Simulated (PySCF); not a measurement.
# CrO₃⁻: doublet, from a T-shaped start

Where does doublet CrO₃⁻ go from a T-shaped start, is the end point a minimum, and what are its modes, charges and moments?

Program: PySCF 2.14.0. Level of theory: PBE, basis Cr def2-SVPD, O def2-SVPD, no relativity, density fitting. These are calculated values, not measurements.

## 1. The starting structure

4 atoms, charge -1, spin multiplicity 2.

Bond lengths: Cr1–O2 1.680 Å, Cr1–O3 1.680 Å, Cr1–O4 1.680 Å. Angles: O2–Cr1–O3 88.0°, O2–Cr1–O4 88.0°, O3–Cr1–O4 176.0°.

Coordinates in bohr (charge -1 multiplicity 2):
```
Cr    0.0000    0.0000    0.0000
O     0.0000    0.0000    3.1747
O     3.1729    0.0000    0.1107
O    -3.1729    0.0000    0.1107
```

## 2. The SCF at the typed geometry

The steps below are one call of a driver around PySCF. For each, scf.py gives the equivalent set-up of the SCF; relaxations use the driver's own optimiser. After this first run the driver tries any further starts and a stability analysis.

scf.py

```python
from pyscf import gto, scf, dft
mol = gto.M(atom='''
Cr     0.000000     0.000000     0.000000
O      0.000000     0.000000     1.680000
O      1.679000     0.000000     0.058600
O     -1.679000     0.000000     0.058600''',
    basis={'Cr': 'def2-SVPD', 'O': 'def2-SVPD'},
    charge=-1, spin=1)
mf = dft.UKS(mol, xc='PBE')
mf.grids.atom_grid = (50, 194)
aux = {'Cr': 'def2-universal-JKFIT', 'O': 'def2-universal-JKFIT'}
mf = mf.density_fit(auxbasis=aux)
mf.conv_tol = 1e-08
mf.diis_space = 10
mf.max_cycle = 60
mf.init_guess = 'minao'
mf.verbose = 4
mf.kernel()
```

Started as:

```sh
> OMP_NUM_THREADS=2 python axn.py task.json out
```

Standard output:

```text
init E= -1269.30613204007
[... the frontier-level lines of each cycle are left out ...]
cycle= 1 E= -1269.19170757675  delta_E= 0.114  |g|= 0.75  |ddm|= 2.25
cycle= 2 E= -1263.05430718435  delta_E= 6.14  |g|= 3.79  |ddm|= 6.74
cycle= 3 E= -1268.12526832537  delta_E= -5.07  |g|= 1.59  |ddm|= 6.08
cycle= 4 E= -1269.17317382579  delta_E= -1.05  |g|= 0.958  |ddm|=  2.1
cycle= 5 E= -1267.72137088848  delta_E= 1.45  |g|= 2.17  |ddm|=  1.7
cycle= 6 E= -1267.78817058118  delta_E= -0.0668  |g|= 2.14  |ddm|= 0.0443
cycle= 7 E= -1267.78183572389  delta_E= 0.00633  |g|= 2.11  |ddm|= 0.105
cycle= 8 E= -1269.31631464823  delta_E= -1.53  |g|= 0.673  |ddm|= 1.71
cycle= 9 E= -1269.41052589209  delta_E= -0.0942  |g|= 0.376  |ddm|= 0.145
cycle= 10 E= -1269.44787916065  delta_E= -0.0374  |g|= 0.144  |ddm|= 0.146
cycle= 11 E= -1269.45405546863  delta_E= -0.00618  |g|= 0.0581  |ddm|= 0.0753
cycle= 12 E= -1269.45521199751  delta_E= -0.00116  |g|= 0.00532  |ddm|= 0.0354
cycle= 13 E= -1269.4552231137  delta_E= -1.11e-05  |g|= 0.0026  |ddm|= 0.00705
cycle= 14 E= -1269.45522568658  delta_E= -2.57e-06  |g|= 0.000368  |ddm|= 0.00178
cycle= 15 E= -1269.45522583561  delta_E= -1.49e-07  |g|= 0.000215  |ddm|= 0.000727
cycle= 16 E= -1269.45522586726  delta_E= -3.17e-08  |g|= 0.000412  |ddm|= 0.000884
cycle= 17 E= -1269.45522595327  delta_E= -8.6e-08  |g|= 0.000114  |ddm|= 0.000401
cycle= 18 E= -1269.45522597641  delta_E= -2.31e-08  |g|= 3.46e-05  |ddm|= 0.00055
cycle= 19 E= -1269.45522597882  delta_E= -2.41e-09  |g|= 8.97e-06  |ddm|= 0.000206
Extra cycle  E= -1269.45522597751  delta_E= 1.31e-09  |g|= 5.5e-05  |ddm|= 5.39e-05
converged SCF energy = -1269.45522597751  <S^2> = 0.82222012  2S+1 = 2.0709612
```

This step, with its further starts and checks, took 33 s on 2 threads of Intel Xeon 6975P-C (Granite Rapids), shared host.

The starts that the driver tried:

```
                      start   energy (Eh)
    the minimal-basis guess  -1269.455226
a thermally smeared density  -1269.455226
      a smeared PBE density  -1269.455226
```

The test of internal stability and the other starts found no lower solution of this spin.

## 3. Relaxation: T-shaped start, doublet

The program finds C2v symmetry in the start, which this walk keeps.

Edit scf.py of step 2 so:

```diff
@@ -3,4 +3,4 @@
-Cr     0.000000     0.000000     0.000000
-O      0.000000     0.000000     1.680000
-O      1.679000     0.000000     0.058600
-O     -1.679000     0.000000     0.058600''',
+Cr     0.000000     0.000000    -0.287676
+O      0.000000     0.000000     1.392324
+O      1.679000     0.000000    -0.229076
+O     -1.679000     0.000000    -0.229076''',
@@ -16 +15,0 @@
-mf.init_guess = 'minao'
```

Steps of the walk:

```
step   energy (Eh)  change (kJ/mol)  largest symmetric gradient (Eh/bohr)
   0  -1269.455226             0.00                               0.11451
   1  -1269.502813          -124.94                               0.10625
   2  -1269.535601          -211.02                               0.13023
   3  -1269.557441          -268.37                               0.05168
   4  -1269.569882          -301.03                               0.02726
   5  -1269.574771          -313.87                               0.01243
   6  -1269.575017          -314.51                               0.00867
   7  -1269.575093          -314.71                               0.00077
   8  -1269.575096          -314.72                               0.00017
```

The walk took 30 s.

After 8 steps and 314.7 kJ/mol it ends at D3h: Cr–O 1.629 Å (×3); O–Cr–O 119.7°, O–Cr–O 120.1° (×2).

## 4. Frequencies

The point is checked on the finer grid, and tightened if its gradient asks for it. The Hessian and the dipole derivatives come from central differences of analytic gradients, with steps of 0.02 bohr.

Edit scf.py of step 3 so:

```diff
@@ -3,4 +3,4 @@
-Cr     0.000000     0.000000    -0.287676
-O      0.000000     0.000000     1.392324
-O      1.679000     0.000000    -0.229076
-O     -1.679000     0.000000    -0.229076''',
+Cr     0.000000     0.000000    -0.000000
+O      0.000000     0.000000     1.628169
+O      1.410036     0.000000    -0.814084
+O     -1.410036     0.000000    -0.814084''',
@@ -10 +10 @@
-mf.grids.atom_grid = (50, 194)
+mf.grids.atom_grid = (75, 302)
@@ -13 +13 @@
-mf.conv_tol = 1e-08
+mf.conv_tol = 1e-10
```

The driver hands on the density of the step before, so the log starts near convergence.

Log of the central SCF (cycles and frontier levels):

```text
init E= -1269.57504966372
[... the frontier-level lines of each cycle are left out ...]
cycle= 1 E= -1269.57504964807  delta_E= 1.56e-08  |g|= 0.000221  |ddm|= 0.00013
cycle= 2 E= -1269.57504844188  delta_E= 1.21e-06  |g|= 0.00194  |ddm|= 0.00114
cycle= 3 E= -1269.57504966392  delta_E= -1.22e-06  |g|= 3.68e-06  |ddm|= 0.00102
cycle= 4 E= -1269.57504966393  delta_E= -1.07e-11  |g|= 1.36e-06  |ddm|= 3e-06
Extra cycle  E= -1269.57504966391  delta_E= 1.8e-11  |g|= 7.86e-06  |ddm|= 6.26e-06
converged SCF energy = -1269.57504966391  <S^2> = 0.76457101  2S+1 = 2.0145183
```

The whole step took 47 s.

Geometry: D3h; Cr–O 1.628 Å (×3); O–Cr–O 120.0° (×3).

Harmonic modes (main isotopes):

```tsv
symmetry	ω (cm⁻¹)	IR (km/mol)	μ (u)	type
a2''	40	30.4	23.96	bend
e'	327	0.3	17.52	bend
a1'	880	0.0	15.99	stretch
e'	975	626	21.20	stretch
```

No imaginary mode, so this is a minimum.

Properties at this point:

* Dipole moment about the centre of mass: 0.00 D
* Highest occupied level: -0.34 eV
* Lowest empty level: 1.16 eV
* Rotational constants: 0.265, 0.265, 0.1325 cm⁻¹
* Zero-point energy: 21.1 kJ/mol
* Principal polarisabilities: 41.0, 61.0, 61.0 bohr³
* Principal traceless quadrupole moments about the centre of mass: -6.05, -6.05, 12.10 D Å
* Entropy at 298.15 K and 1 bar (electronic part: spin only): 294.4 J/(mol K)
* Heat capacity Cp at 298.15 K: 60.7 J/(mol K)
* Enthalpy at 298.15 K above 0 K: 14.56 kJ/mol
* Rotational symmetry number: 6
* Spin squared ⟨S²⟩: 0.765

Populations by atom (charges in e):

```tsv
atom	Mulliken	Löwdin	polar tensor	spin (Mulliken)	Mayer order to Cr1
Cr1	1.34	0.86	1.38	1.28	–
O2,3,4	-0.78	-0.62	-0.79	-0.09	1.31
```

Mulliken populations on Cr1: s 6.24, p 12.11, d 4.30, f 0.02.

## 5. What came out

| quantity | value |
| --- | --- |
| minimum | doublet, D3h |
| geometry | Cr–O 1.628 Å (×3); O–Cr–O 120.0° (×3) |
| wavenumbers (cm⁻¹) | 40 (a2''), 327 (e'), 880 (a1'), 975 (e') |
| dipole moment (centre of mass) | 0.00 D |
| highest occupied, lowest empty level (either spin) | -0.34, 1.16 eV |
| polar-tensor charge of Cr1 | +1.38 e |
| zero-point energy | 21.1 kJ/mol |
| entropy at 298.15 K | 294.4 J/(mol K) |
| ⟨S²⟩ | 0.765 |

From C2v at the start the molecule goes to a D3h minimum. In the infrared the band at 975 cm⁻¹ (e', stretch) leads. Most of the spin sits on Cr1 (Mulliken spin 1.28, against 1 for the whole molecule). Only this shape and spin were tried, so other structures or states may lie lower. One determinant may miss the lowest occupation of an open d or f shell.

The search up to here took 1.8 min.
